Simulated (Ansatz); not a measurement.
**AlH2Br (SMILES [H][Al]([H])[Br]) at 6 levels**

We compute a comparison of 6 runs (UHF/STO-3G, PBE/STO-3G, wB97X/STO-3G, CCSDT(Q)/STO-3G, CCSDT/STO-3G, CCSD/STO-3G) of AlH2Br. 

Program for the calculation: Ansatz 0.2.0.

51 further runs of the same task are left out: 2 that didn't finish, 49 set aside as unsound or not needed.

### 1 The structure to begin with

AlH2Br has 4 atoms, charge 0, and is taken as a singlet. SMILES: `[H][Al]([H])[Br]`. The H3–Al1 distance was set to 3.835 Å, away from the relaxed value. At this shape a bond of the SMILES string is far longer than usual.

Bond lengths: Al1–Br4 2.240 Å, Al1–H2 1.534 Å. Angles: H2–Al1–Br4 120.8°.

### 2 The energy at UHF/STO-3G (run 1)

Contents of input.yaml:

```yaml
basis:
  gaussian: {orbitals: STO-3G}
crystal:
  periodic: [false, false, false]
  atoms:
    - {symbol: Al, position_ang: [1.175792, -1.882864, 0.034945]}
    - {symbol: H, position_ang: [2.709702, -1.884954, 0.045625]}
    - {symbol: H, position_ang: [-0.640600, 1.494120, -0.021230]}
    - {symbol: Br, position_ang: [0.024602, -3.804854, 0.041765]}
magnetization: {spin_polarized: true, initial_magnetization: 0}
hamiltonian: {xc: hf}
accuracy: high
```

Run with:

```bash
$ ansatz run input.yaml --threads 1 --pin off --max-ram 2610MiB --events-out events.jsonl --progress --plain --runs-dir runs
```

The log of the run:

```text
Warning: RAYON_NUM_THREADS=1 ignored (pool sized by the plan → 1); use --threads N
Functional definition: HF
  name "HF"
  exchange = exact_x
  correlation = 0
405 factors; integrals over basis functions are off by at most 9.3e-9 eV
mean field evaluation 1: about -75765.8997 eV, gradient 1.3e1 eV
mean field evaluation 2: about -75765.9109 eV, gradient 1.3e1 eV
mean field evaluation 4: about -75767.9727 eV, gradient 6.7e0 eV
mean field evaluation 8: about -75771.2513 eV, gradient 1.7e-1 eV
mean field evaluation 16: about -75771.2513 eV, gradient 1.6e-4 eV
mean field evaluation 32: about -75776.5199 eV, gradient 1.1e-1 eV
mean field evaluation 64: about -75769.5742 eV, gradient 6.2e0 eV
mean field -75776.53822485 eV, -2784.7364165808 hartree, gradient 3.2e-8 eV, S^2 1.003890; 1 other end points of the search recorded, 0 dependent functions left out
reference -75776.53822485 eV, -2784.7364165808 hartree; 25, 25 occupied and 4, 4 virtual orbitals, 405 factors
Total energy: -75776.53822485 eV, -2784.7364165808 hartree
```

Run time: 0.44 s. Hardware: 1 thread of Arm Neoverse V1, shared host.

### 3 A single-point energy at PBE/STO-3G (run 2)

Contents of molecule.yaml:

```yaml
crystal:
  periodic: [false, false, false]
  atoms:
    - {symbol: Al, position_ang: [1.175792, -1.882864, 0.034945]}
    - {symbol: H, position_ang: [2.709702, -1.884954, 0.045625]}
    - {symbol: H, position_ang: [-0.640600, 1.494120, -0.021230]}
    - {symbol: Br, position_ang: [0.024602, -3.804854, 0.041765]}
basis:
  gaussian: {orbitals: STO-3G}
hamiltonian: {xc: pbe}
accuracy: high
```

Run with:

```bash
$ ansatz run molecule.yaml --threads 1 --pin off --max-ram 2610MiB --events-out events.jsonl --progress --plain --runs-dir runs
```

The log of the run:

```text
Warning: RAYON_NUM_THREADS=1 ignored (pool sized by the plan → 1); use --threads N
Functional definition: PBE
  name "PBE"
  parameter kappa = 0.804
  parameter beta = 0.06672455060314922
  exchange = pbe_x(kappa = kappa, mu = beta*pi^2/3)
  correlation = pbe_c(beta = beta)
405 factors; integrals over basis functions are off by at most 9.3e-9 eV
mean field evaluation 1: about -75798.3538 eV, gradient 2.8e1 eV
mean field evaluation 2: about -75770.8714 eV, gradient 7.8e1 eV
mean field evaluation 4: about -75801.4550 eV, gradient 9.5e0 eV
mean field evaluation 8: about -75802.4239 eV, gradient 1.2e1 eV
mean field evaluation 16: about -75808.6413 eV, gradient 2.6e-4 eV
mean field -75808.64132490 eV, -2785.9161837473 hartree, gradient 8.8e-9 eV, S^2 0.000000; 0 other end points of the search recorded, 0 dependent functions left out
reference -75808.64132688 eV, -2785.9161838204 hartree; 25, 25 occupied and 4, 4 virtual orbitals, 405 factors
Total energy: -75808.64132688 eV, -2785.9161838204 hartree
```

Wall time 1.5 s (1 thread of Arm Neoverse V1, shared host); peak memory 0.098 GiB.

Runs 3 to 5 aren't shown in full; the table further down has their settings and results.

### 4 The energy at CCSD/STO-3G (run 6)

molecule.yaml, as its differences from that of step 3:

```diff
@@ -1 +1,4 @@
+basis:
+  gaussian:
+    orbitals: STO-3G
 crystal:
@@ -7,5 +10,7 @@
     - {symbol: Br, position_ang: [0.024602, -3.804854, 0.041765]}
-basis:
-  gaussian: {orbitals: STO-3G}
-hamiltonian: {xc: pbe}
+correlation:
+  method: ccsd
+  frozen_orbitals: {Al: 5, Br: 9, H: 0}
 accuracy: high
+scf:
+  omitted_lower_state_checks: [cluster_reference, increment]
```

Run with:

```bash
$ ansatz run molecule.yaml --threads 1 --pin off --max-ram 2610MiB --events-out events.jsonl --progress --plain --runs-dir runs
```

The log of the run:

```text
Warning: RAYON_NUM_THREADS=1 ignored (pool sized by the plan → 1); use --threads N
[... 12 lines left out ...]
14 core orbitals not correlated: weight in the atoms' cores, before any rotation towards them, 1.000 or more for the frozen orbitals, at most 0.000 for the correlated occupied ones
[... 34 lines left out ...]
WARN: these amplitudes may be one of several solutions (largest doubles amplitude 0.94, level shift 12.17 eV)
Total energy: -75777.25337075 eV, -2784.7626977080 hartree
Checks for a lower state left out: cluster_reference, increment
```

Run time: 0.34 s. Hardware: 1 thread of Arm Neoverse V1, shared host.

### 5 The series

```
run            level  frozen core orbitals   energy (Eh)  wall time
  1       UHF/STO-3G                     –  -2784.736417     0.44 s
  2       PBE/STO-3G                     –  -2785.916184      1.5 s
  3     wB97X/STO-3G                     –  -2786.508175      6.3 s
  4  CCSDT(Q)/STO-3G                    14  -2784.769113     0.76 s
  5     CCSDT/STO-3G                    14  -2784.769430     0.68 s
  6      CCSD/STO-3G                    14  -2784.762698     0.34 s
```

### 6 Summary of results

```
                                           quantity           value
                                run 6: total energy  -2784.76270 Eh
run 6: correlation energy (14 core orbitals frozen)      -220.6 mEh
                               run 6: T1 diagnostic           0.054
```

**Reading.** Below the UHF energy at the same shape and in the same basis (STO-3G): CCSDT(Q) -32.7 mEh; CCSDT -33.0 mEh; CCSD -26.3 mEh. Some of these start from another determinant than that one, so these aren't their correlation energies. Totals of different functionals can't be ranked against each other. In run 6 the T1 diagnostic is large, so a single reference may not serve. In runs 4, 5, 6 the log says that unrestricted orbitals would lower the reference, so the values rest on an unstable closed-shell determinant (other closed-shell runs at this shape may share the fault). In runs 1, 2, 3, 4, 5, 6 the basis is minimal, so the values are rough. Spin contamination of the reference: run 1 ⟨S²⟩ = 1.00. Where it is this large, the reference is a mixture of spin states, and values that rest on it are in doubt. All runs together took 10 s, the longest 6.3 s.
